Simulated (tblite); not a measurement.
# C10H2F20: the cost of one run

Programs: tblite 0.8.0 and PySCF 2.14.0, with routines of our own; each step states its level. All values are computed. Atoms count from 0.

### 1 The system as given

32 atoms, charge 0, multiplicity 1; geometry from: force field, distance geometry or constructed start.

### 2 Relaxing the molecule with GFN2-xTB

Job settings and geometry (Å):

```
{"job": {"kind": "relax", "xc": "GFN2-xTB", "basis": "xTB"}, "charge": 0, "multiplicity": 1}
F      4.980700     1.621600    -2.113700
C      4.036700     0.676500    -1.848200
F      4.705700    -0.512200    -1.805100
C      3.354000     0.971700    -0.525500
F      2.725500     2.172800    -0.597200
F      4.270100     1.079000     0.472500
C      2.347400    -0.119100    -0.207800
F      2.960800    -1.327600    -0.110900
F      1.476900    -0.229300    -1.246700
C      1.581900     0.175500     1.075000
F      0.872100     1.327800     0.943900
F      2.469400     0.414800     2.086000
C      0.657900    -0.948200     1.526400
F      1.430800    -2.037700     1.844100
F      0.072100    -0.570200     2.703400
C     -0.436800    -1.409900     0.576600
F     -1.130200    -2.414100     1.186400
F      0.120700    -1.990200    -0.529100
C     -1.407300    -0.312800     0.167600
F     -1.856300     0.320400     1.280100
F     -0.758900     0.623500    -0.572000
C     -2.581800    -0.874300    -0.617600
F     -2.112000    -1.705400    -1.588600
F     -3.349300    -1.661900     0.198500
C     -3.465800     0.172500    -1.271400
F     -2.757500     0.883400    -2.183100
F     -4.435100    -0.477000    -1.992100
C     -4.148700     1.102300    -0.287700
F     -3.247100     1.898200     0.334300
F     -4.988700     1.946100    -0.941900
H      3.338300     0.659800    -2.678200
H     -4.734900     0.562800     0.460800
```

Command:

```
OMP_NUM_THREADS=2 python large_run.py task.json out
```

One launch serves the whole session: the jobs run in the order shown.

Q: Estimate the wall time and peak memory of this first job on 2 threads of Arm Neoverse V1, shared host.

About 2.4 s, with a peak of 0.18 GiB.
